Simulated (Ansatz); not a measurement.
# LiLaTe2: the band gap up the ladder of functionals

An exercise on one series of results from a longer session: the logs are not shown, and one member is left open.

Code: Ansatz 0.2.0. PAW datasets, plane waves. The calculation is spin-unpolarised, and the structure need not be a phase that has been made.

**The structure to begin with**

The cell was relaxed beforehand with r2SCAN.

The symmetry is I4_1/amd (No. 141, tetragonal); conventional cell a = 6.399 Å, c = 12.787 Å, 32.72 Å³ an atom. Li has 6 Te at 3.18–3.20 Å; Te has 3 Li at 3.18–3.20 Å and 3 La at 3.20–3.21 Å; La has 6 Te at 3.20–3.21 Å.

The structure in full:

Space group I4_1/amd:1 (No. 141). a = 6.399 Å, b = 6.399 Å, c = 12.787 Å, α = 90.00°, β = 90.00°, γ = 90.00°
| atom | site | symmetry | x | y | z |
| --- | --- | --- | --- | --- | --- |
| Li | 4a | -4m2 | 0.0000 | 0.5000 | 0.2500 |
| Te | 8e | 2mm. | 0.0000 | 0.5000 | 0.0014 |
| La | 4b | -4m2 | 0.5000 | 0.0000 | 0.2500 |

Set-up of the first run:

input.yaml

```yaml
crystal:
  lattice:
    - [-3.1995176292, 3.1995176292, 6.3934510126]
    - [3.1995176292, -3.1995176292, 6.3934510126]
    - [3.1995176292, 3.1995176292, -6.3934510126]
  atoms:
    - { symbol: Li, position: [0.75, 0.25, 0.5] }
    - { symbol: Te, position: [0.5014020211, 0.0014020211, 0.5] }
    - { symbol: Li, position: [0.0, 0.0, 0.0] }
    - { symbol: Te, position: [0.7514020211, 0.7514020211, 0.0] }
    - { symbol: La, position: [0.25, 0.75, 0.5] }
    - { symbol: Te, position: [-0.0014020211, 0.4985979789, 0.5] }
    - { symbol: La, position: [0.5, 0.5, 0.0] }
    - { symbol: Te, position: [0.2485979789, 0.2485979789, 0.0] }
kpoints:
  mp_grid: { grid: [6, 6, 6] }
  band_path:
    path:
      - [[0.0, 0.0, 0.0], [1.505894340807e-17, -1.505894340807e-17, 0.5], [0.25, 0.25, 0.25], [6.097175473061e-19, 0.5, -6.097175473061e-19], [0.0, 0.0, 0.0], [0.5, 0.5, -0.5], [0.3126092267004, 0.6873907732996, -0.3126092267004]]
      - [[-0.3126092267004, 0.3126092267004, 0.3126092267004], [0.0, 0.0, 0.0]]
      - [[1.505894340807e-17, -1.505894340807e-17, 0.5], [-0.1252184534008, 0.1252184534008, 0.5]]
      - [[0.5, 0.5, -0.1252184534008], [0.5, 0.5, -0.5]]
    npoints: 10
hamiltonian:
  xc: pbe
scf:
  occupations: { method: fermi_dirac, width: 0.02 }
  n_extra_bands: 6
output:
  forces: true
  stress: true
  eigenvalues: true
```

Command:

```console
> ansatz run input.yaml --threads 2 --pin off --max-ram 29491MiB --backend cpu --events-out ev --progress --plain --runs-dir out
```

Steps of the session up to this table: PBE band path; Single point with r2SCAN; Single point with HSE06; PBE+SOC; PBE0.

One of the session's tables, all rows but one given; the rest of the session is left out.

```
  level  gap (eV)
    PBE      1.29
 r2SCAN      1.60
  HSE06         ?
PBE+SOC      1.10
   PBE0      2.50
```

Q: Estimate the row for HSE06 from the others.

The run gave: gap (eV): 1.85. In the column «gap (eV)» it lies between r2SCAN (1.60) and PBE0 (2.50).

Meshes: PBE 6×6×6, r2SCAN 6×6×6, HSE06 4×4×4, PBE+SOC 6×6×6, PBE0 4×4×4

PBE reaches 70 % of the HSE06 value, and r2SCAN 86 %. PBE0 lies 0.65 eV above HSE06, which differs from it by screening the long-range exchange.

Caveats from the session: Warnings in the runs' records: stress scf threshold loose, stress exchange threshold loose.
